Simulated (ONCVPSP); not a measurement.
# An ONCV potential for Mo, from input to tests

Do these settings give a usable potential? It is generated, then checked for transferability, scattering, ghosts and hardness.

The numbers are computed with ONCVPSP 4.0.1 (PBE, scalar-relativistic, spin-unpolarised reference atom).

## Step 1: The design

The settings as typed:

```json
{
  "element": "molybdenum (Mo, Z = 42)",
  "type": "optimised norm-conserving Vanderbilt (ONCV)",
  "frozen core": "[Ar] 3d10",
  "valence charge": "14",
  "reference configuration": "4s2 4p6 4d4 (charge +2)",
  "partial waves": "4s: rc 1.55 bohr, ncon 4, nbas 7, qcut 6.5 1/bohr, 2 projectors, debl 3.6 Ha; 4p: rc 1.15 bohr, ncon 4, nbas 7, qcut 7.4 1/bohr, 2 projectors, debl 2.8 Ha; 4d: rc 1.15 bohr, ncon 3, nbas 6, qcut 7.6 1/bohr, local",
  "local potential": "the d channel",
  "core correction": "not asked for"
}
```

The outer shells as boxes (Hund's rule for the drawing; the calculation is spin-unpolarised):

```
[Ar] core
3d [↑↓][↑↓][↑↓][↑↓][↑↓]
4s [↑↓]
4p [↑↓][↑↓][↑↓]
4d [↑ ][↑ ][↑ ][↑ ][  ]
```

## Step 2: Generation

Contents of Mo.dat:

```
# ATOM AND REFERENCE CONFIGURATION
# atsym  z   nc   nv     iexc    psfile
  Mo 42.00    6    3        4      upf
#
#   n    l    f
    1    0    2.00
    2    0    2.00
    2    1    6.00
    3    0    2.00
    3    1    6.00
    3    2   10.00
    4    0    2.00
    4    1    6.00
    4    2    4.00
#
# PSEUDOPOTENTIAL AND OPTIMIZATION
# lmax
    2
#
#   l,   rc,      ep,       ncon, nbas, qcut
    0    1.55    0.00    4    7    6.50
    1    1.15    0.00    4    7    7.40
    2    1.15    0.00    3    6    7.60
#
# LOCAL POTENTIAL
# lloc, lpopt,  rc(5),   dvloc0
    2    5    1.15    0.00
#
# VANDERBILT-KLEINMAN-BYLANDER PROJECTORs
# l, nproj, debl
    0    2    3.60
    1    2    2.80
    2    0    3.30
#
# MODEL CORE CHARGE
# icmod, fcfact, rcfact
    0    0.00    0.00
#
# LOG DERIVATIVE ANALYSIS
# epsh1, epsh2, depsh
   -5.00    5.00    0.04
#
# OUTPUT GRID
# rlmax, drl
    6.00    0.01
#
# TEST CONFIGURATIONS
# ncnf
    4
# nvcnf
#   n    l    f
    4
    4    0    2.00
    4    1    6.00
    4    2    5.00
    5    0    1.00
#
    3
    4    0    2.00
    4    1    6.00
    4    2    5.00
#
    3
    4    0    2.00
    4    1    6.00
    4    2    3.00
#
    4
    4    0    2.00
    4    1    6.00
    4    2    5.00
    5    0    0.50
#
```

The run is started by

```sh
$ oncvpsp.x < Mo.dat > Mo.out
```

Q: Predict the outcome of this session. Wanted: cutoffs for 1 and 0.1 mHa per electron, occupied waves; bound ghosts; GHOST(+) flags; largest test error; largest phase difference near zero energy, channels read.

The runs gave:

| quantity | value |
| --- | --- |
| cutoffs for 1 and 0.1 mHa per electron, occupied waves | 43 Ha and 97 Ha |
| bound ghosts | none found |
| GHOST(+) flags | s at 263 eV (1 near or above the test basis's cutoff) |
| largest test error (AE − PS) | +1.9 meV, for 4s2 4p6 4d5 5s1 |
| largest phase difference near zero energy, channels read | 0.003 rad |

What this shows: The worst unpolarised test, 4s2 4p6 4d5 5s1, is off by 1.9 meV on 22.4 eV; by total energies transferability rates as very good. By its cutoff, 43 Ha for the looser tolerance, it is hard. At the looser tolerance the 4p wave is the slowest; 4d needs 24 Ha. It is free of bound ghosts as far as tested. Near zero energy the phases of the channels with partial waves agree within 0.003 rad. The program also flags highly localised states, GHOST(+) (s). All of this concerns the isolated atom, not yet a solid.
